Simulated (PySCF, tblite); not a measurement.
# C6H4BBrF2: geometry, infrared bands, NMR shifts, spin-spin couplings and electronic excitations, part 2 of 2

tblite 0.8.0 and PySCF 2.14.0. Atoms count from 0.

## (7) TDDFT and polarisability: CAM-B3LYP/def2-SVPD

Job settings and geometry (Å):

```
{"job": {"kind": "uv", "xc": "CAM-B3LYP", "basis": "def2-SVPD", "ip": true}, "charge": 0, "multiplicity": 1}
F      3.593808     0.323103    -0.941349
B      2.978765    -0.710460    -0.397531
F      3.701243    -1.793500    -0.178034
C      1.473782    -0.661554    -0.036378
C      0.842183    -1.775043     0.536573
C     -0.511925    -1.731411     0.853203
C     -1.253692    -0.577819     0.602474
C     -0.627131     0.531354     0.032487
Br    -1.631729     2.091085    -0.308216
C      0.727045     0.498848    -0.286774
H      1.422169    -2.679753     0.733170
H     -1.002676    -2.598996     1.299974
H     -2.316325    -0.534979     0.848115
H      1.205015     1.373931    -0.731647
```

Method: TDDFT CAM-B3LYP/def2-SVPD, vertical, gas phase, core orbitals frozen in the response.

What it wrote:

```text
coarse grid: 64080 points
cycle   1  E = -3029.0977043273  dE =  7.225e-01  |g| = 6.560e-01  |ddm| = 1.232e+01
cycle   2  E = -3029.0852929988  dE =  1.241e-02  |g| = 7.809e-01  |ddm| = 3.880e+00
cycle   3  E = -3029.1848437504  dE = -9.955e-02  |g| = 5.920e-02  |ddm| = 1.533e+00
cycle   4  E = -3029.1854223503  dE = -5.786e-04  |g| = 3.425e-02  |ddm| = 3.333e-01
cycle   5  E = -3029.1856873371  dE = -2.650e-04  |g| = 1.181e-02  |ddm| = 1.402e-01
cycle   6  E = -3029.1857233407  dE = -3.600e-05  |g| = 2.492e-03  |ddm| = 3.442e-02
cycle   7  E = -3029.1857249101  dE = -1.569e-06  |g| = 7.356e-04  |ddm| = 1.203e-02
final grid: 136232 points
cycle   8  E = -3029.1855321784  dE = -6.617e-08  |g| = 8.170e-04  |ddm| = 9.097e-03
cycle   9  E = -3029.1855321043  dE =  7.412e-08  |g| = 9.979e-04  |ddm| = 5.570e-03
cycle  10  E = -3029.1855323479  dE = -2.436e-07  |g| = 9.971e-05  |ddm| = 2.708e-03
cycle  11  E = -3029.1855323505  dE = -2.570e-09  |g| = 2.124e-05  |ddm| = 3.312e-04
cycle  12  E = -3029.1855323507  dE = -2.647e-10  |g| = 1.130e-05  |ddm| = 2.093e-04
converged SCF energy = -3029.1855323507

Static polarisability (au): isotropic 103.174, principal 62.458 109.031 138.032

Singlet excitations
state   eV       nm        f      main configurations
  1   4.8617    255.0   0.02784   H->L 0.75, H-1->L+1 0.12
  2   5.6163    220.8   0.04907   H-1->L 0.51, H->L+1 0.36, H->L 0.10
  3   5.8396    212.3   0.00008   H->L+2 0.68, H->L+3 0.16
  4   6.3022    196.7   0.69874   H->L+1 0.56, H-1->L 0.39
  5   6.4394    192.5   0.00237   H-2->L 0.90
  6   6.5852    188.3   0.18282   H-1->L+1 0.68, H->L 0.12, H-3->L 0.11
  7   6.7299    184.2   0.01413   H-2->L+2 0.64, H-2->L+3 0.21
  8   6.9300    178.9   0.00115   H-2->L+1 0.91
  9   7.0437    176.0   0.01719   H->L+3 0.53, H->L+4 0.15, H->L+2 0.13
 10   7.0925    174.8   0.00723   H-4->L 0.80

Triplet excitations (Tamm-Dancoff, eV): 3.7714 4.1371 4.5084 5.2287
Vertical ionisation energy (delta-SCF) = 9.3275 eV
Vertical electron affinity (delta-SCF) = 0.1774 eV
```

Wall time 5.9 min (1 thread of Arm Neoverse V2, shared host); peak memory 1.5 GiB.

Frontier orbitals and where they lie:

```tsv
orbital	eV	atoms
HOMO−3	-10.79	Br8 46 %, C7 14 %, C4 13 %
HOMO−2	-9.91	Br8 83 %, C7 9 %
HOMO−1	-9.38	C6 21 %, C3 20 %, C5 20 %
HOMO	-8.62	Br8 36 %, C7 18 %, C4 15 %
LUMO	-0.79	C6 17 %, C3 17 %, B1 15 %
LUMO+1	0.09	C7 19 %, C9 18 %, C5 17 %
LUMO+2	0.63	Br8 46 %, B1 17 %, C7 12 %
```

With each of the 10 states as a Gaussian band of 0.4 eV half-width at 1/e, the curve within the window shown has maxima at 252 nm (ε 1,200), 196 nm (ε 34,000) L/(mol cm). Beyond the last state computed it falls off for lack of states. The curve at chosen wavelengths:

(nm, ε (L/mol/cm)): (168, 684), (173, 2152), (178, 5891), (183, 13595), (188, 24247), (193, 32367), (198, 32505), (202, 27011), (207, 17564), (212, 9835), (217, 5371), (222, 3248), (227, 2219), (232, 1631), (237, 1301), (242, 1177), (247, 1179), (252, 1200), (257, 1162), (261, 1070), (266, 894), (271, 689), (276, 491), (281, 327), (286, 205), (291, 122)

Leading natural transition orbitals of singlet state 4: the hole lies on Br8 55 %; C4, C7 about 11 % each; C6, C9 about 7 % each; the particle on C7, C9 about 21 % each; C4, C5 about 13 % each; H13 8 %.

Leading natural transition orbitals of singlet state 1: the hole lies on Br8 23 %; C4, C7 about 20 % each; C9 15 %; the particle on C3, C6 about 18 % each; B1 15 %; C9 12 %.

Further results of this job:

```tsv
property	computed
dipole moment (D)	2.07
polarisability (Å³)	15.29
HOMO–LUMO gap (eV)	7.83
−ε(HOMO) (eV)	8.62
```

## (8) Nuclear shieldings: B97-2/pcSseg-1

Settings changed since step 7:

```diff
@@ -1,2 +1,2 @@
-{"job": {"kind": "uv", "xc": "CAM-B3LYP", "basis": "def2-SVPD", "ip": true}, "charge": 0, "multiplicity": 1}
+{"job": {"kind": "nmr", "xc": "B97-2", "basis": "pcSseg-1", "pop": false}, "charge": 0, "multiplicity": 1}
 F      3.593808     0.323103    -0.941349
```

Level: GIAO B97-2/pcSseg-1 NMR shielding, non-relativistic, gas phase.

What it wrote:

```text
coarse grid: 64080 points
cycle   1  E = -3030.0019022471  dE =  3.553e-01  |g| = 9.019e-01  |ddm| = 4.014e+00
cycle   2  E = -3029.9405916912  dE =  6.131e-02  |g| = 9.840e-01  |ddm| = 1.053e+00
cycle   3  E = -3030.0800901834  dE = -1.395e-01  |g| = 1.840e-01  |ddm| = 6.919e-01
cycle   4  E = -3030.0844364243  dE = -4.346e-03  |g| = 8.251e-02  |ddm| = 2.045e-01
cycle   5  E = -3030.0861323950  dE = -1.696e-03  |g| = 1.871e-02  |ddm| = 9.824e-02
cycle   6  E = -3030.0862125667  dE = -8.017e-05  |g| = 5.071e-03  |ddm| = 1.955e-02
cycle   7  E = -3030.0862188013  dE = -6.235e-06  |g| = 1.126e-03  |ddm| = 6.296e-03
final grid: 136232 points
cycle   8  E = -3030.0860075857  dE =  5.911e-07  |g| = 1.886e-03  |ddm| = 3.956e-03
cycle   9  E = -3030.0860052440  dE =  2.342e-06  |g| = 3.459e-03  |ddm| = 5.552e-03
cycle  10  E = -3030.0860085791  dE = -3.335e-06  |g| = 3.037e-04  |ddm| = 3.540e-03
cycle  11  E = -3030.0860086044  dE = -2.525e-08  |g| = 3.983e-05  |ddm| = 3.637e-04
cycle  12  E = -3030.0860086046  dE = -2.528e-10  |g| = 1.481e-05  |ddm| = 5.057e-05
converged SCF energy = -3030.0860086046

GIAO shielding tensors (ppm)
atom      isotropic    diamagn.    paramagn.     s11        s22        s33       span
  0 F      270.776     468.038    -197.262    109.751    314.376    388.200    278.449
  1 B       77.957     197.820    -119.863     69.529     78.234     86.109     16.580
  2 F      270.354     465.806    -195.452    108.856    314.391    387.814    278.957
  3 C       57.003     255.833    -198.830    -32.768     21.456    182.321    215.090
  4 C       45.864     252.290    -206.427    -66.667     27.215    177.043    243.709
  5 C       52.014     254.395    -202.381    -54.024     40.192    169.875    223.900
  6 C       42.743     249.349    -206.606    -58.900     35.730    151.399    210.299
  7 C       42.800     255.406    -212.606    -50.240     54.389    124.252    174.491
  8 Br    1996.378    3123.527   -1127.149   1529.086   1562.597   2897.452   1368.366
  9 C       40.192     249.967    -209.775    -65.165     33.370    152.370    217.535
 10 H       23.499      30.202      -6.703     19.588     23.114     27.795      8.207
 11 H       23.954      29.322      -5.368     20.335     24.752     26.776      6.441
 12 H       23.657      30.348      -6.692     18.908     22.420     29.643     10.736
 13 H       23.283      31.435      -8.152     17.801     21.033     31.017     13.216
```

Wall time 37 s (1 thread of Arm Neoverse V2, shared host); peak memory 1.2 GiB.

In short: δ C9 143.5, C6 140.9, C7 140.9, C4 137.8, H13 8.09, H10 7.88 ppm.

## (9) Run by run: NMR shifts

Shifts (ppm) of some atoms, chosen among heavy atoms and hydrogens apart, means over like atoms, with basis size and wall time:

```tsv
run	C9	C6	C3	H12	H11	F0	Br8	functions	time
PBE0/pcSseg-1	146.8	144.3	130.0	7.80	7.50	-87.7	574	214	47 s
B97-2/pcSseg-1	143.5	140.9	126.7	7.72	7.42	-92.4	566	214	37 s
```

## (10) Results

This closing draws on all 2 parts.

```
                                                                 quantity                                         value
                                strongest single infrared mode (GFN2-xTB)                         1288 cm⁻¹, 554 km/mol
                                             zero-point energy (GFN2-xTB)                                 54.4 kcal/mol
                                                              point group                                            Cs
                                     rotational constants (main isotopes)                          1.94, 0.44, 0.36 GHz
                                   ¹³C shifts against TMS (PBE0/pcSseg-1)  146.8, 144.3, 143.5, 141.0, 134.8, 130.0 ppm
                                    ¹H shifts against TMS (PBE0/pcSseg-1)                    8.17, 7.95, 7.80, 7.50 ppm
¹⁹F shifts against CFCl3 (PBE0/pcSseg-1, means over atoms taken as alike)                                     -87.7 ppm
                              ¹¹B shifts against BF3·OEt2 (PBE0/pcSseg-1)                                      24.7 ppm
                                  ⁷⁹Br shifts against HBr (PBE0/pcSseg-1)                                       574 ppm
                                    surface potential, 1st and 99th percentile                            -0.66 V and 1.57 V
                     largest coupling of the table (B3LYP/pcSseg-1+pcJ-1)                      ²J(F,F) F0–F2, -204.8 Hz
                                     lowest singlet (CAM-B3LYP/def2-SVPD)                   4.86 eV (255 nm), f = 0.028
                                 brightest single state of those computed                   state 4, 6.30 eV, f = 0.699
                                                           lowest triplet                                       3.77 eV
                                        vertical ionisation energy (ΔSCF)                                       9.33 eV
                                        vertical electron affinity (ΔSCF)                                       0.18 eV
                                                range of the shift of Br8                                566 to 574 ppm
```

The optimisation took 13 steps and gained 0.651 eV; among the close pairs (by a distance rule), B1–F2 changed most, from 1.463 to 1.319 Å (GFN2-xTB). No mode is imaginary among the 36: a minimum at this level. The strongest single mode, at 1288 cm⁻¹, moves mainly B1. GFN2-xTB is a fitted tight-binding method: band positions and strengths are rough. Its intensities can rank the bands wrongly. By nearest atom (PBE0/pcSseg-1), the HOMO sits on Br8 38 %; C4, C7 about 16 % each and the LUMO on B1 19 %; C3, C6 about 17 % each. Couplings across rotatable bonds belong to this one conformer; where others are populated, the observed values are averages. Density functionals describe couplings to fluorine poorly, F–F couplings above all, so those rows are rough. Spin-orbit coupling is left out, which matters for shieldings and couplings at and beside the heavy atoms.
